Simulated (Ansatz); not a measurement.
Write a Python script for Ansatz's Python interface that makes a single point from an input written key by key of C2H4ClFGe, SMILES C=[CH][GeH]([F])[Cl]. Level of theory: B3LYP, def2-SVP basis, multiplicity 1.

```yaml
atoms:
  - { symbol: C, position_ang: [-1.4171, -0.1307, 0.5743] }
  - { symbol: C, position_ang: [-0.4502, -0.7087, -0.0318] }
  - { symbol: Ge, position_ang: [1.1801, 0.2148, -0.3631] }
  - { symbol: F, position_ang: [1.9617, 0.7606, 1.1770] }
  - { symbol: Cl, position_ang: [0.8582, 1.9208, -1.6402] }
  - { symbol: H, position_ang: [-1.3790, 0.9653, 0.8759] }
  - { symbol: H, position_ang: [-2.3699, -0.6126, 0.7407] }
  - { symbol: H, position_ang: [-0.5083, -1.7239, -0.3471] }
  - { symbol: H, position_ang: [2.2131, -0.7319, -1.0028] }
```

Script `deck_c2h4clfge.py`:
```python
"""Run C2H4ClFGe from an input written out key by key."""

import ansatz as az
import numpy as np

DECK = """
crystal:
  periodic: [false, false, false]
  atoms:
    - { symbol: C, position_ang: [-1.4171, -0.1307, 0.5743] }
    - { symbol: C, position_ang: [-0.4502, -0.7087, -0.0318] }
    - { symbol: Ge, position_ang: [1.1801, 0.2148, -0.3631] }
    - { symbol: F, position_ang: [1.9617, 0.7606, 1.177] }
    - { symbol: Cl, position_ang: [0.8582, 1.9208, -1.6402] }
    - { symbol: H, position_ang: [-1.379, 0.9653, 0.8759] }
    - { symbol: H, position_ang: [-2.3699, -0.6126, 0.7407] }
    - { symbol: H, position_ang: [-0.5083, -1.7239, -0.3471] }
    - { symbol: H, position_ang: [2.2131, -0.7319, -1.0028] }
basis:
  gaussian: { orbitals: def2-SVP }
hamiltonian:
  xc: b3lyp
output:
  forces: true
"""

session = az.Session.from_yaml(DECK)
summary = session.plan(threads=1).execute().report

for key in ("converged", "free_energy_ev", "reference_energy_ev", "n_frozen", "n_occupied", "n_virtual"):
    print(f"{key:22s} {summary[key]}")
symbols = ["C", "C", "Ge", "F", "Cl", "H", "H", "H", "H"]
field = summary["mean_field"]
print("<S^2> =", round(abs(field["state"]["spin_squared"]), 4), " all-electron relativity setting:", field["relativity"])
print("passes:", field["passes"])
if "symmetry" in field:
    print("occupied orbitals by irrep:", field["symmetry"]["occupied"])

forces = np.array(summary["forces_ev_ang"])
print("largest force", round(float(np.linalg.norm(forces, axis=1).max()), 4), "eV/A, rms", round(float(np.sqrt((forces ** 2).mean())), 4))
charges = summary["charge_distribution"]
print("dipole moment", round(4.803205 * float(np.linalg.norm(charges["dipole_moment_e_ang"])), 3), "D")
print("Mulliken:", [(s, round(q, 3)) for s, q in zip(symbols, charges["mulliken_charges_e"])])
```

```console
$ python deck_c2h4clfge.py
converged              True
free_energy_ev         -73884.9815461387
reference_energy_ev    -73884.9815461387
n_frozen               0
n_occupied             [37, 37]
n_virtual              [75, 75]
<S^2> = 0.0  all-electron relativity setting: none
passes: {'evaluations': 15, 'products': 12}
occupied orbitals by irrep: [{'A': 37}, {'A': 37}]
largest force 4.6939 eV/A, rms 1.2085
dipole moment 2.901 D
Mulliken: [('C', 0.003), ('C', -0.145), ('Ge', 0.737), ('F', -0.386), ('Cl', -0.237), ('H', 0.057), ('H', 0.032), ('H', 0.029), ('H', -0.091)]
```

Notes:
- Total energies depend on the basis set; only differences at equal settings carry meaning.
- The geometry is a force-field or estimated start, not a minimum of this method, and the basis set is short of its limit.
- b3lyp holds the VWN-RPA fit, as in Gaussian; the form of ORCA and Turbomole is b3lyp5.
- Wall time of the script: 6.7 s on 1 thread of Arm Neoverse V1, with other jobs on the host, peak memory 0.31 GiB.
